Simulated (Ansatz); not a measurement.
# WS2 (P-6m2): convergence test of the k-point mesh, by script

A script is to give a convergence test of the k-point mesh; the system is WS2 (P-6m2).

Program: Ansatz 0.2.0, driven from Python. Level of theory: DFT PBEsol, plane waves, PAW. These are calculated values, not measurements.

### 1 Starting point

It takes space group P-6m2 (No. 187, hexagonal). Conventional cell: a = 3.184 Å, b = 3.184 Å, c = 16.951 Å, α = 90.00°, β = 90.00°, γ = 120.00°. W (site symmetry -6m2) is surrounded by 6 S at 2.41 Å. S (site symmetry 3m) is surrounded by 3 W at 2.41 Å.

No structure file is read: the coordinates are typed or built in the script.

### 2 The code

File kconv_ws2.py:

```python
'''Convergence of WS2 with the k-point mesh.'''

import ansatz as az

xtal = (
    az.Lattice.of((3.183516, 0.0, 0.0), (-1.591758, 2.757006, 0.0), (0.0, 0.0, 16.950578))
    .atom('W', (1 / 3, 2 / 3, 0.0))
    .atom('S', (2 / 3, 1 / 3, 0.907999))
    .atom('S', (2 / 3, 1 / 3, 0.092001))
)

calculation = (
    xtal.calculation()
    .occupations('gaussian', width=0.1)
    .functional('PBEsol')
)

rows = []
for value in [(3, 3, 1), (4, 4, 1), (5, 5, 1), (6, 6, 1), (8, 8, 2), (10, 10, 2)]:
    data = calculation.kpoints(mesh=value).run(threads=1).report
    rows.append((value, data['free_energy_ev'] / len(data['lattice']['sites']), data['n_iterations'], data['n_kpoints']))

print('        mesh   F/atom (eV)    iterations      k-points')
for row in rows:
    print(f'{str(row[0]):>12s}  {row[1]:12.5f}  {row[2]:12d}  {row[3]:12d}')

# the last row is the reference
for row in rows[:-1]:
    shift = 1000 * (row[1] - rows[-1][1])
    print(f'{row[0]}: {shift:+.2f} meV/atom' + ('  (within 5 meV)' if abs(shift) < 5 else ''))
```

### 3 The run

Started as:

```bash
$ python kconv_ws2.py
```

The log of the run:

```text
DeckWarning: basis.ecutwfc = 420 eV, auto-derived from the records' recommended cutoffs: set by W (normal level)
        mesh   F/atom (eV)    iterations      k-points
   (3, 3, 1)   -4009.67416             7             3
   (4, 4, 1)   -4009.69881             7             4
   (5, 5, 1)   -4009.67979             7             5
   (6, 6, 1)   -4009.67898             7             7
   (8, 8, 2)   -4009.67989             7            20
 (10, 10, 2)   -4009.67997             7            28
(3, 3, 1): +5.82 meV/atom
(4, 4, 1): -18.83 meV/atom
(5, 5, 1): +0.18 meV/atom  (within 5 meV)
(6, 6, 1): +1.00 meV/atom  (within 5 meV)
(8, 8, 2): +0.09 meV/atom  (within 5 meV)
```

(Warnings from the package without file and line.)

It took 13 s on 1 thread of Arm Neoverse V1, shared host; peak memory 0.4 GiB.

### 4 The runs side by side

One row for each of the 6 runs:

| run | k mesh | energy from run 6 (meV/atom) | SCF cycles | CPU time (s) |
| --- | --- | --- | --- | --- |
| 1 | [3, 3, 1] | 5.82 | 7 | 0.77 |
| 2 | [4, 4, 1] | -18.83 | 7 | 0.76 |
| 3 | [5, 5, 1] | 0.18 | 7 | 1 |
| 4 | [6, 6, 1] | 1.00 | 7 | 1.3 |
| 5 | [8, 8, 2] | 0.09 | 7 | 3.2 |
| 6 | [10, 10, 2] | 0.00 | 7 | 4.3 |

### 5 Results

| quantity | value |
| --- | --- |
| runs compared | 6 |
| last run but one, from the last | +0.09 meV/atom |
| within 5 meV/atom of the last run from | [5, 5, 1] |

**Reading.** From 5×5×1 on it stays within 5 meV an atom of the value at 10×10×2; the first row (3×3×1) is off by 5.8 meV and the last but one by 0.09 meV. It goes up and down, since the sum over k-points isn't variational. What to keep in mind:
- Spin is left out of this run.
- The cell holds layers, chains or clusters in vacuum, no bulk phase.
- Points of the mesh across the vacuum add cost only.
- Spin-orbit coupling, which matters for elements this heavy, is left out.
- This cell is a computed structure, which may not be the phase found in nature.
- Shifts are counted from the finest mesh, which is itself no proven limit.
